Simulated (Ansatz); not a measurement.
# C₃H₅ClGe: up Jacob's ladder to CCSD(T)

An exercise on one series of results from a longer session: the logs are not shown, and one member is left open.

The runs use Ansatz 0.2.0, Gaussian basis; functionals in def2-TZVPP, the program's frozen cores in correlated methods.

The runs, in order: LDA (SPW92), PBE-D4, revPBE-D4, BLYP-D4, r2SCAN-D4, B97M-V, PBE0-D4, B3LYP-D4, r2SCANh-D4, r2SCAN0-D4, HSE06-D4, BHLYP-D4, CAM-B3LYP-D4, LC-ωPBE, ωB97X-V, ωB97M-V, B2PLYP, PBE-QIDH; CCSD(T)/def2-SVP; CCSD(T)/def2-TZVPP; MP2/def2-QZVPP; extrapolation to the limit; RPA on PBE.

### The relaxed structure

An earlier PBE0-D4 in a triple-zeta def2 set relaxation fixed the geometry.

SMILES `Cl[C]1=C[CH2][GeH2]1`, 10 atoms, charge 0, spin multiplicity 1.

Atoms are counted from 1 here; the program's logs count them from 0.

Bond lengths: Cl1–C2 1.710 Å, C2–C3 1.339 Å, C2–Ge5 1.951 Å, C3–C4 1.512 Å, C3–H6 1.088 Å, C4–Ge5 1.988 Å, C4–H7 1.092 Å, C4–H8 1.092 Å, Ge5–H9 1.538 Å, Ge5–H10 1.538 Å. Angles: Cl1–C2–C3 127.5°, Cl1–C2–Ge5 139.1°, C3–C2–Ge5 93.4°, C2–C3–C4 108.0°, C2–C3–H6 126.7°, C4–C3–H6 125.3°, C3–C4–Ge5 86.9°, C3–C4–H7 114.2°, C3–C4–H8 114.2°, Ge5–C4–H7 115.7°, Ge5–C4–H8 115.7°, H7–C4–H8 108.9°, C2–Ge5–C4 71.7°, C2–Ge5–H9 117.2°, C2–Ge5–H10 117.2°, C4–Ge5–H9 118.0°, C4–Ge5–H10 118.0°, H9–Ge5–H10 110.3°.

Geometry (Å):

```
Cl   -2.42193   -0.25373    1.63342
C    -1.00899   -0.11807    0.68039
C    -0.45896   -1.05624   -0.10031
C     0.77710   -0.46621   -0.73994
Ge    0.35884    1.20588    0.25109
H    -0.82557   -2.06877   -0.25751
H     1.70812   -0.96242   -0.45817
H     0.72848   -0.39552   -1.82856
H     1.30812    1.62948    1.38409
H    -0.08201    2.43451   -0.56151
```

The first run:

in.yaml reads:

```yaml
crystal:
  periodic: [false, false, false]
  atoms:
    - {symbol: Cl, position_ang: [-2.421930, -0.253729, 1.633422]}
    - {symbol: C, position_ang: [-1.008993, -0.118069, 0.680389]}
    - {symbol: C, position_ang: [-0.458959, -1.056242, -0.100308]}
    - {symbol: C, position_ang: [0.777100, -0.466210, -0.739941]}
    - {symbol: Ge, position_ang: [0.358837, 1.205875, 0.251094]}
    - {symbol: H, position_ang: [-0.825570, -2.068772, -0.257513]}
    - {symbol: H, position_ang: [1.708123, -0.962423, -0.458166]}
    - {symbol: H, position_ang: [0.728484, -0.395516, -1.828557]}
    - {symbol: H, position_ang: [1.308122, 1.629475, 1.384090]}
    - {symbol: H, position_ang: [-0.082014, 2.434510, -0.561512]}
basis:
  gaussian: {orbitals: def2-TZVPP}
hamiltonian: {xc: lda}
output: {orbitals: {seedname: orbitals}}
```

The run is started by

```sh
$ ansatz run in.yaml --threads 4 --pin off --events-out ev --progress --plain --max-ram 10444MiB
```

Among the steps run: LDA; PBE-D4 (GGA); revPBE-D4 (GGA); BLYP-D4 (GGA); r2SCAN-D4 (meta-GGA); B97M-V (meta-GGA); PBE0-D4 (hybrid); B3LYP-D4 (hybrid); r2SCANh-D4 (hybrid); r2SCAN0-D4 (hybrid); HSE06-D4 (hybrid); BHLYP-D4 (hybrid); CAM-B3LYP-D4 (range-separated); LC-ωPBE (range-separated); ωB97X-V (range-separated); ωB97M-V (range-separated); B2PLYP (double hybrid); PBE-QIDH (double hybrid).

One table of the session follows, with a row left open; its other results are not shown here.

It belongs to the step «Frontier levels by functional». 

| functional | HOMO (eV) | gap (eV) |
| --- | --- | --- |
| LDA (SPW92) | -6.23 | 4.78 |
| PBE-D4 | -6.08 | 4.85 |
| revPBE-D4 | -6.03 | 4.88 |
| BLYP-D4 | -5.92 | 4.83 |
| r2SCAN-D4 | -6.29 | 5.25 |
| B97M-V | -6.34 | 5.36 |
| PBE0-D4 | -7.21 | 6.96 |
| B3LYP-D4 | -6.97 | 6.52 |
| r2SCANh-D4 | -6.71 | 6.03 |
| r2SCAN0-D4 | ? | ? |
| HSE06-D4 | -6.81 | 6.18 |
| BHLYP-D4 | -8.17 | 9.03 |
| CAM-B3LYP-D4 | -8.47 | 9.39 |
| LC-ωPBE | -9.83 | 11.89 |
| ωB97X-V | -9.46 | 11.45 |
| ωB97M-V | -9.35 | 11.14 |

Estimate the missing values for r2SCAN0-D4.

Worked estimate for «HOMO (eV)». Against the share of exact exchange, r2SCAN-D4 (0, -6.29), r2SCANh-D4 (0.1, -6.71) give a slope of -4.20 per unit share; at 0.25 the line stands at -7.34.

**Answer.** HOMO (eV): -7.34; gap (eV): 7.20. In «HOMO (eV)» the line misses by 0.00.
